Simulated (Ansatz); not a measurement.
**I2 on WC (100)**

The task, for WC: adsorb I2 from several starts and take the binding apart.

Computed with Ansatz 0.2.0 (DFT PBE+D3(BJ), scalar-relativistic, plane waves, PAW, unless a step's input says otherwise).

2 further runs of the same task are left out: 2 set aside as unsound or not needed.

## Step 1: The system as given

It takes space group Pmm2 (No. 25, orthorhombic). Conventional cell: a = 2.833 Å, b = 2.902 Å, c = 21.864 Å, α = 90.00°, β = 90.00°, γ = 90.00°. C (site symmetry mm2) is surrounded by 4 W at 2.19 Å. W (site symmetry mm2) is surrounded by 6 C at 2.19 Å. C (site symmetry mm2) has 6 W at 2.19 to 2.20 Å in its first shell of neighbours. Around W (site symmetry mm2) lie 6 C at 2.20 to 2.21 Å. C (site symmetry mm2) is surrounded by 6 W at 2.17 to 2.21 Å. Around W (site symmetry mm2) lie 4 C at 2.17 Å.

Coordinates:

```
C W
1.0
     5.66533    0.00000    0.00000
     0.00000    5.80381    0.00000
     0.00000    0.00000   21.86396
C W
12 12
Direct
  0.25000 0.00000 0.36590
  0.25000 0.50000 0.36590
  0.75000 0.00000 0.36590
  0.75000 0.50000 0.36590
  0.25000 0.75000 0.48084
  0.25000 0.25000 0.48084
  0.75000 0.75000 0.48084
  0.75000 0.25000 0.48084
  0.25000 0.50000 0.59707
  0.25000 0.00000 0.59707
  0.75000 0.50000 0.59707
  0.75000 0.00000 0.59707
  0.00000 0.75000 0.40421
  0.00000 0.25000 0.40421
  0.50000 0.75000 0.40421
  0.50000 0.25000 0.40421
  0.00000 0.50000 0.51963
  0.00000 0.00000 0.51963
  0.50000 0.50000 0.51963
  0.50000 0.00000 0.51963
  0.00000 0.25000 0.63280
  0.00000 0.75000 0.63280
  0.50000 0.25000 0.63280
  0.50000 0.75000 0.63280
```

Planes are indexed in the bulk's conventional cell (P-6m2 (No. 187)), a = 2.902 Å, b = 2.902 Å, c = 2.833 Å, α = 90.00°, β = 90.00°, γ = 120.00°.

It is a (100) slab, 5.9 Å thick as cut, with 16 Å of vacuum, in a 2×2 surface cell; its outer planes are W (top) and C (bottom). An earlier relaxation, lower half held, gave -127624.2346 eV, work function 5.31 eV (top face), 5.91 eV (bottom face), dipole along +c 0.108 e·Å per cell.

## Step 2: I2, flat, over a top (W) site

input.yaml

```yaml
crystal:
  lattice:
    - [5.6653313018, 0.0, 0.0]
    - [0.0, 5.8038113749, 0.0]
    - [0.0, 0.0, 23.8639561044]
  atoms:
    - { symbol: C, position: [0.25, 0.0, 0.3352336036] }
    - { symbol: C, position: [0.25, 0.5, 0.3352336036] }
    - { symbol: C, position: [0.75, 0.0, 0.3352336036] }
    - { symbol: C, position: [0.75, 0.5, 0.3352336036] }
    - { symbol: W, position: [0.0, 0.75, 0.3703370882] }
    - { symbol: W, position: [0.0, 0.25, 0.3703370882] }
    - { symbol: W, position: [0.5, 0.75, 0.3703370882] }
    - { symbol: W, position: [0.5, 0.25, 0.3703370882] }
    - { symbol: C, position: [0.25, 0.75, 0.4405440573] }
    - { symbol: C, position: [0.25, 0.25, 0.4405440573] }
    - { symbol: C, position: [0.75, 0.75, 0.4405440573] }
    - { symbol: C, position: [0.75, 0.25, 0.4405440573] }
    - { symbol: W, position: [0.0, 0.5, 0.476082627] }
    - { symbol: W, position: [0.0, 0.0, 0.476082627] }
    - { symbol: W, position: [0.5, 0.5, 0.476082627] }
    - { symbol: W, position: [0.5, 0.0, 0.476082627] }
    - { symbol: C, position: [0.25, 0.5, 0.5470348974] }
    - { symbol: C, position: [0.25, 0.0, 0.5470348974] }
    - { symbol: C, position: [0.75, 0.5, 0.5470348974] }
    - { symbol: C, position: [0.75, 0.0, 0.5470348974] }
    - { symbol: W, position: [0.0, 0.25, 0.5797619287] }
    - { symbol: W, position: [0.0, 0.75, 0.5797619287] }
    - { symbol: W, position: [0.5, 0.25, 0.5797619287] }
    - { symbol: W, position: [0.5, 0.75, 0.5797619287] }
    - { symbol: I, position: [0.0, 0.25, 0.7398359744] }
    - { symbol: I, position: [0.3349475332, 0.5962726794, 0.7398359744] }
basis:
  ecutwfc: 420
kpoints:
  mp_grid: { grid: [4, 3, 1] }
hamiltonian:
  xc: pbe
  dispersion: d3bj
scf:
  occupations: { method: gaussian, width: 0.1 }
output:
  forces: true
  eigenvalues: true
  write_density: true
  write_potential: true
  elf: true
  volumetric_format: npy
relax:
  adjacent_minimum: "off"
  f_tol: 0.04
  max_steps: 100
  constraints: [{ sites: [0, 1, 2, 3, 4, 5, 6, 7, 8, 9, 10, 11] }]
efield:
  axis: 3
  dipole_correction: true
  ramp_width: 0.04
```

Started as:

```console
> ansatz run input.yaml --threads 4 --pin off --max-ram 10240MiB --backend cpu --events-out ev --progress --plain --runs-dir out
```

The session goes on with these runs: I2, upright, over a hollow (nearest C) site; the lowest end once more, with its density; the slab alone, frozen as in the lowest end; the molecules alone, frozen as adsorbed.

Q: Predict the outcome of this session. Wanted: I2: lowest end; interaction of the frozen parts; electrons moved above the midplane.

The runs gave:

```
                                    quantity                                  value
                              I2: lowest end  E_ads -5.99 eV, flat start over top W
             interaction of the frozen parts                        -7.07 eV a cell
                  cost of deforming the slab                                0.05 eV
cost of deforming and crowding the molecules                                1.02 eV
          electrons moved above the midplane                                 -0.017
```

**Reading.** I2 binds with 5.99 eV a molecule at best. In the lowest end it has come apart into I + I. In all 0.94 electrons are rearranged, and 0.02 cross the midplane towards the slab. Spin-orbit coupling is left out for I, W. The final runs have no spin polarisation, so a magnetic state may lie lower.
